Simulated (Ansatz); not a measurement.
## CH4BN, SMILES BC=N: the interaction energy of a dimer with the counterpoise correction

Computed with Ansatz 0.2.0, Python API.

`ch4bn.py`
```python
"""Binding of a CH4BN dimer at a trial geometry."""

import ansatz

params = {
    "basis_set": "def2-SVP",
    "level": "mp2",
}

FIRST = [
    ("B", (-0.8688, 0.3144, -0.595)),
    ("C", (0.3126, 0.1041, 0.3156)),
    ("N", (0.8401, -1.0459, 0.3287)),
    ("H", (-1.27, -0.4987, -1.2885)),
    ("H", (-1.4263, 1.4168, -0.6468)),
    ("H", (0.6981, 0.9298, 0.933)),
    ("H", (1.714, -1.2205, 0.9527)),
]
SECOND = [
    ("B", (-3.5176, 3.3822, 0.2444)),
    ("C", (-4.5244, 3.1677, -0.8553)),
    ("N", (-5.0753, 4.1943, -1.3487)),
    ("H", (-3.2114, 4.4188, 0.6116)),
    ("H", (-2.95, 2.4155, 0.766)),
    ("H", (-4.7555, 2.1527, -1.2132)),
    ("H", (-5.7837, 4.0741, -2.1656)),
]

def energy(atoms, ghosts=()):
    molecule = ansatz.Crystal.molecule()
    for symbol, xyz in atoms:
        molecule = molecule.atom(symbol, xyz)
    calc = (
        molecule.calculation()
        .basis(gaussian=params["basis_set"])
        .correlation(params["level"], electrons="valence")
    )
    deck = calc.input()
    if ghosts:
        deck = deck.set(ansatz.key.basis.gaussian.ghost_atoms, [{"symbol": s, "position_ang": list(xyz)} for s, xyz in ghosts])
    return ansatz.Session.from_dict(deck).plan().execute().report["free_energy_ev"]

# monomers in their own basis and in the basis of the dimer
both = energy(FIRST + SECOND)
alone = energy(FIRST) + energy(SECOND)
ghosted = energy(FIRST, SECOND) + energy(SECOND, FIRST)
print(f"dimer {both:.6f} eV")
print(f"interaction, uncorrected   {(both - alone):8.3f} eV")
print(f"interaction, counterpoise  {(both - ghosted):8.3f} eV")
print(f"basis-set superposition    {(alone - ghosted):8.3f} eV")
```

Running `python ch4bn.py` prints:
```text
dimer -6506.346958 eV
interaction, uncorrected      0.007 eV
interaction, counterpoise     0.025 eV
basis-set superposition       0.018 eV
```

Uncorrected it is 0.007 eV, with the counterpoise correction 0.025 eV; the difference, 0.018 eV, is the superposition error. In this basis both values are repulsive.

Caveats:
- The settings weren't tested for convergence.
- The dimer is a generated trial pose of unrelaxed monomers, not a minimum, so the figure is no binding energy, and the basis set is small.
- The whole script took 6.5 s on 1 thread of Arm Neoverse V1, on a shared host, peak memory 0.28 GiB.
